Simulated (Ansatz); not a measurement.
# C2H6OSSn: up Jacob's ladder to CCSD(T)

How much do the methods differ for C2H6OSSn? The plan is to run it at one geometry with functionals of several rungs and with coupled cluster. The yardstick is the atomisation energy at the CCSD(T) limit.

Program: Ansatz 0.2.0, Gaussian basis. Level of theory: functionals in def2-TZVPP, the program's frozen cores in correlated methods. These are calculated values, not measurements.

Plan: LDA (SPW92), PBE-D4, revPBE-D4, BLYP-D4, r2SCAN-D4, B97M-V, PBE0-D4, B3LYP-D4, r2SCANh-D4, r2SCAN0-D4, HSE06-D4, BHLYP-D4, CAM-B3LYP-D4, LC-ωPBE, ωB97X-V, ωB97M-V, B2PLYP, PBE-QIDH; CCSD(T)/def2-SVP; CCSD(T)/def2-TZVPP; MP2/def2-QZVPP; extrapolation to the limit.

1 further run of the same task is left out (set aside as unsound or not needed).

### 1 The geometry

The geometry comes from an earlier relaxation with PBE0-D4 in a triple-zeta def2 set; it is a stationary point, not always the lowest conformer. Sn takes the def2 core potential; no spin-orbit term is included.

SMILES `C[O][Sn][S]C`, 11 atoms, charge 0, spin multiplicity 1.

Atoms are counted from 1 here; the program's logs count them from 0.

Bond lengths: C1–O2 1.400 Å, C1–H6 1.096 Å, C1–H7 1.097 Å, C1–H8 1.097 Å, O2–Sn3 1.976 Å, Sn3–S4 2.441 Å, S4–C5 1.816 Å, C5–H9 1.089 Å, C5–H10 1.090 Å, C5–H11 1.088 Å. Angles: O2–C1–H6 109.4°, O2–C1–H7 110.8°, O2–C1–H8 113.0°, H6–C1–H7 107.6°, H6–C1–H8 107.8°, H7–C1–H8 107.9°, C1–O2–Sn3 132.2°, O2–Sn3–S4 101.7°, Sn3–S4–C5 107.9°, S4–C5–H9 110.4°, S4–C5–H10 107.3°, S4–C5–H11 111.6°, H9–C5–H10 109.1°, H9–C5–H11 109.4°, H10–C5–H11 108.9°.

### 2 LDA

This LDA is Slater exchange with PW92 correlation.

in.yaml

```yaml
crystal:
  periodic: [false, false, false]
  atoms:
    - {symbol: C, position_ang: [-0.262105, -0.045116, 1.633185]}
    - {symbol: O, position_ang: [0.763833, -0.969836, 1.403140]}
    - {symbol: Sn, position_ang: [1.078561, -2.268149, -0.053084]}
    - {symbol: S, position_ang: [0.082568, -1.121922, -1.963785]}
    - {symbol: C, position_ang: [0.019190, 0.652037, -1.579045]}
    - {symbol: H, position_ang: [-0.688194, -0.214101, 2.628778]}
    - {symbol: H, position_ang: [0.124233, 0.981003, 1.606683]}
    - {symbol: H, position_ang: [-1.076771, -0.118544, 0.902249]}
    - {symbol: H, position_ang: [-0.996030, 0.948052, -1.317900]}
    - {symbol: H, position_ang: [0.327902, 1.189325, -2.475631]}
    - {symbol: H, position_ang: [0.692415, 0.910253, -0.763991]}
basis:
  gaussian: {orbitals: def2-TZVPP}
hamiltonian: {xc: lda}
output: {orbitals: {seedname: orbitals}}
```

Run with:

```
$ ansatz run in.yaml --threads 2 --pin off --events-out ev --progress --plain --max-ram 20480MiB --backend cpu
```

After this run come: PBE-D4 (GGA); revPBE-D4 (GGA); BLYP-D4 (GGA); r2SCAN-D4 (meta-GGA); B97M-V (meta-GGA); B3LYP-D4 (hybrid); r2SCANh-D4 (hybrid); r2SCAN0-D4 (hybrid); HSE06-D4 (hybrid); BHLYP-D4 (hybrid); CAM-B3LYP-D4 (range-separated); LC-ωPBE (range-separated); ωB97X-V (range-separated); ωB97M-V (range-separated); B2PLYP (double hybrid); PBE-QIDH (double hybrid); CCSD(T) in def2-SVP; CCSD(T) in def2-TZVPP; MP2 in def2-QZVPP.

Q: Predict the results of all the runs planned. Wanted: atomisation energy, CCSD(T)/CBS; farthest beyond LDA; mean size of error, GGA; mean size of error, meta-GGA; mean size of error, hybrid; mean size of error, range-separated; mean size of error, double hybrid; gap, smallest and largest; T1 diagnostic.

The runs gave:

| quantity | value |
| --- | --- |
| atomisation energy, CCSD(T)/CBS | 3920.4 kJ/mol |
| functionals within 39.2 kJ/mol (1.0 %) | revPBE-D4, BLYP-D4, r2SCAN-D4, B97M-V, PBE0-D4, B3LYP-D4, r2SCANh-D4, HSE06-D4, CAM-B3LYP-D4, ωB97X-V, ωB97M-V |
| farthest beyond LDA | BHLYP-D4 (-145.5 kJ/mol) |
| mean size of error, GGA | 34.0 kJ/mol |
| mean size of error, meta-GGA | 7.1 kJ/mol |
| mean size of error, hybrid | 49.3 kJ/mol |
| mean size of error, range-separated | 23.5 kJ/mol |
| mean size of error, double hybrid | 61.7 kJ/mol |
| gap, smallest and largest | 2.74 eV (LDA (SPW92)), 8.91 eV (LC-ωPBE) |
| T1 diagnostic | 0.0164 |
| triples share of the correlation energy | 3.9 % |

What this shows: LDA overbinds by 587.7 kJ/mol (15 %). PBE-D4 misses by +80.3 kJ/mol. Double hybrids carry the basis error of their MP2 part in triple zeta, and no dispersion term here, so their miss is partly the set-up's. The rungs meta-GGA, range-separated, GGA miss on average by less than the doubt on the reference (39.2 kJ/mol), so they tie. Misses under about 39.2 kJ/mol are within the doubt on the reference itself, which lacks core-valence correlation, spin-orbit coupling and higher excitations, and its outer-core shells are covered unevenly. All levels share the lack of spin-orbit coupling, which lowers the free heavy atoms and so the true binding. Hartree-Fock recovers 70 % of the binding; the rest is correlation. CCSD(T) in def2-SVP is off by -275.0 kJ/mol, more than most functionals: a good method in a small basis is no reference. Orbital gaps span 2.7 to 8.9 eV; exact exchange widens them. Correlated methods include outer-core shells of Sn, which these sets cover unevenly.
